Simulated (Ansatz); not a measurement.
# TiAl: a line through an energy map

One line of a two-coordinate grid on TiAl (Pm-3m, No. 221; 2 atoms in the cell): c/a of the conventional cell is varied, at volume per atom = 16.56 Å³.

Method: DFT PBEsol, scalar-relativistic, plane waves, PAW, in Ansatz 0.2.0.

28 further runs of the same task are left out: 28 set aside as unsound or not needed.

## (1) The system as given

The structure is cubic, space group Pm-3m (No. 221). Conventional cell: a = 3.156 Å, b = 3.156 Å, c = 3.156 Å, α = 90.00°, β = 90.00°, γ = 90.00°. Around Ti (site symmetry m-3m) lie 8 Al at 2.73 Å. Al (site symmetry m-3m) has 8 Ti at 2.73 Å as nearest neighbours.

As a file:

```cif
data_structure
_symmetry_space_group_name_H-M 'P 1'
_symmetry_Int_Tables_number 1
_cell_length_a 3.1561
_cell_length_b 3.1561
_cell_length_c 3.1561
_cell_angle_alpha 90.000
_cell_angle_beta 90.000
_cell_angle_gamma 90.000
_cell_volume 31.44
loop_
_atom_site_label
_atom_site_type_symbol
_atom_site_fract_x
_atom_site_fract_y
_atom_site_fract_z
_atom_site_occupancy
Ti1 Ti 0.00000 0.00000 0.00000 1
Al1 Al 0.50000 0.50000 0.50000 1
```

It goes back to an entry of the Materials Project, which need not be the stable form.

This cell was relaxed beforehand with the same method: volume 15.72 Å³/atom, gap on the mesh none (metal).

## (2) The scan

The energy is mapped over volume and the cell's shape.

The axes are (1) volume per atom: 7 values from 14.46 to 16.98 Å³; (2) c/a of the conventional cell: 9 values from 0.870 to 1.518.

Nothing else is relaxed (symmetry fixes all fractional coordinates). Energies count from the relaxed crystal. Points are written as (first, second).

## (3) The run at (16.56 Å³, 0.870)

The input, input.yaml:

```yaml
crystal:
  lattice:
    - [3.3635471644, 0.0, 0.0]
    - [0.0, 3.3635471644, 0.0]
    - [0.0, 0.0, 2.9269587424]
  atoms:
    - { symbol: Ti, position: [0.0, 0.0, 0.0] }
    - { symbol: Al, position: [0.5, 0.5, 0.5] }
basis:
  ecutwfc: 520.0
kpoints:
  mp_grid: { grid: [16, 16, 16] }
hamiltonian:
  xc: pbesol
  pseudopotentials: { kind: paw, azcp: { folder: soft_1 } }
scf:
  occupations: { method: gaussian, width: 0.15 }
output:
  forces: true
  stress: true
  eigenvalues: true
```

Started as:

```console
$ ansatz run input.yaml --threads 1 --pin off --max-ram 2048MiB --backend cpu --events-out ev --progress --plain --runs-dir out
```

Further runs follow: the other points of the line.

Before running it: what results should come out? Wanted: for each run, c/a of the conventional cell; energy; slope; pressure.

The runs gave:

| c/a of the conventional cell | step | energy (meV/atom) | slope (meV/atom per unit) | pressure (GPa) |
| --- | --- | --- | --- | --- |
| 0.870 | 3 | 2.2 | 69 | −4.93 |
| 0.933 | 4 | 9 | 129 | −5.38 |
| 1.000 | – | 15 | 0 | −5.52 |
| 1.072 | 5 | 2.8 | −333 | −5.48 |
| 1.149 | 6 | −31 | −516 | −5.46 |
| 1.232 | – | −73 | −461 | −5.47 |
| 1.321 | 7 | −107 | −286 | −5.43 |
| 1.416 | 8 | −125 | −78 | −5.32 |
| 1.518 | 9 | −118 | 204 | −5.30 |

Energies count from the relaxed crystal. Rows without a step come from runs not printed here or follow by symmetry. Slopes come from the forces (and the stress, where the cell changes), not from differences of energies.

The lowest point of the line is at 1.416, −125 meV/atom from the zero. A fit to energies and slopes at the lowest point and its two neighbours puts the minimum at 1.4443, with a curvature of about 2800 meV/atom per (unit)². The highest point computed, at 1.000, lies 140 meV/atom above the lowest. This is one cut through a surface in two coordinates; the map's lowest point lies off it.
